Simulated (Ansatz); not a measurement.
# InH4− (triplet): wave-function methods side by side at a displaced geometry (v2), def2-SVPD

How much of the correlation energy of InH4− (triplet) does each wave-function method recover here?

The runs use Ansatz 0.2.0, Gaussian basis; def2-SVPD, core rule «outside noble gas», up to 9 orbitals frozen.

The runs, in order: UHF; CCSD(T) on ROHF; CCSD(T) on UHF; BCCD(T) on ROHF; CISD as a restricted active space (open shells left free, so some higher excitations enter); CCSDT(Q) on ROHF; CCSDT(Q) on UHF; CASSCF and MRCISD+Q, 8 electrons in 8 orbitals; CASSCF and NEVPT2, 8 electrons in 8 orbitals.

23 further runs of the same task are left out: 2 for a known fault of the program, 1 that didn't finish, 20 set aside as unsound or not needed. Runs told in other sessions of the task aren't counted.

## Step 1: The geometry

The geometry is a PBE0/def2-TZVPD stationary point (not a proven minimum) with its atoms shifted at random (size 0.100 Å). No spin-orbit coupling is included. Elements past krypton take def2 core potentials.

5 atoms, charge -1, spin multiplicity 3.

Atoms are counted from 1 here; the program's logs count them from 0.

Bond lengths: In1–H2 1.683 Å, In1–H3 1.852 Å, In1–H4 1.777 Å, In1–H5 1.775 Å. Angles: H2–In1–H3 87.6°, H2–In1–H4 174.6°, H2–In1–H5 98.6°, H3–In1–H4 87.5°, H3–In1–H5 172.7°, H4–In1–H5 86.1°.

## Step 2: UHF

File in.yaml:

```yaml
crystal:
  periodic: [false, false, false]
  atoms:
    - {symbol: In, position_ang: [0.003108, 0.001641, 0.000378]}
    - {symbol: H, position_ang: [1.101334, 0.010014, 1.275072]}
    - {symbol: H, position_ang: [-1.348246, -0.022409, 1.266892]}
    - {symbol: H, position_ang: [-1.265137, -0.077679, -1.241094]}
    - {symbol: H, position_ang: [1.158004, -0.096812, -1.343977]}
basis:
  gaussian: {orbitals: def2-SVPD}
total_charge: -1
magnetization: {spin_polarized: true, initial_magnetization: 2}
hamiltonian: {xc: hf}
output: {orbitals: {seedname: orbitals}}
```

Launch:

```sh
> ansatz run in.yaml --threads 1 --pin off --events-out ev --progress --plain --max-ram 2393MiB
```

The runs that follow: CCSD(T) on ROHF; CCSD(T) on UHF; BCCD(T) on ROHF; CISD as a restricted active space (open shells left free, so some higher excitations enter); CCSDT(Q) on ROHF; CCSDT(Q) on UHF; CASSCF and MRCISD+Q, 8 electrons in 8 orbitals; CASSCF and NEVPT2, 8 electrons in 8 orbitals.

Q: Predict the results of all the runs planned. Wanted: UCCSDT(Q) from the RHF energy; RMP2 from UCCSDT(Q); UMP2 from UCCSDT(Q); RCCSD from UCCSDT(Q); RCCSD(T) from UCCSDT(Q); UCCSD(T) from UCCSDT(Q); RCCSDT(Q) from UCCSDT(Q); NEVPT2 valence from UCCSDT(Q); MRCISD+Q valence from UCCSDT(Q).

The runs gave:

| quantity | value |
| --- | --- |
| UCCSDT(Q) from the ROHF energy | -4.1724 eV |
| RMP2 from UCCSDT(Q) | +1025.8 meV |
| UMP2 from UCCSDT(Q) | +1063.6 meV |
| RCCSD from UCCSDT(Q) | +174.0 meV |
| RCCSD(T) from UCCSDT(Q) | +47.2 meV |
| UCCSD(T) from UCCSDT(Q) | +41.4 meV |
| RCCSDT(Q) from UCCSDT(Q) | +8.3 meV |
| NEVPT2 valence from UCCSDT(Q) | +733.9 meV |
| MRCISD+Q valence from UCCSDT(Q) | +6.8 meV |
| levels within 1 kcal/mol (43 meV) | UCCSD(T), RCCSDT, UCCSDT, RCCSDT(Q), MRCISD+Q valence |
| T1 diagnostic | 0.031 |
| effectively unpaired electrons | 2.04 |

What this shows: RCCSD(T) lands +47.2 meV from the yardstick (1.1 % of the correlation energy). One determinant dominates. Of the multireference levels listed MRCISD+Q valence comes nearest in total energy (+6.8 meV), which doesn't show that its space is the better one. These misses are within one basis, not against nature; the frozen cores of restricted and unrestricted runs differ, which can shift their rows.
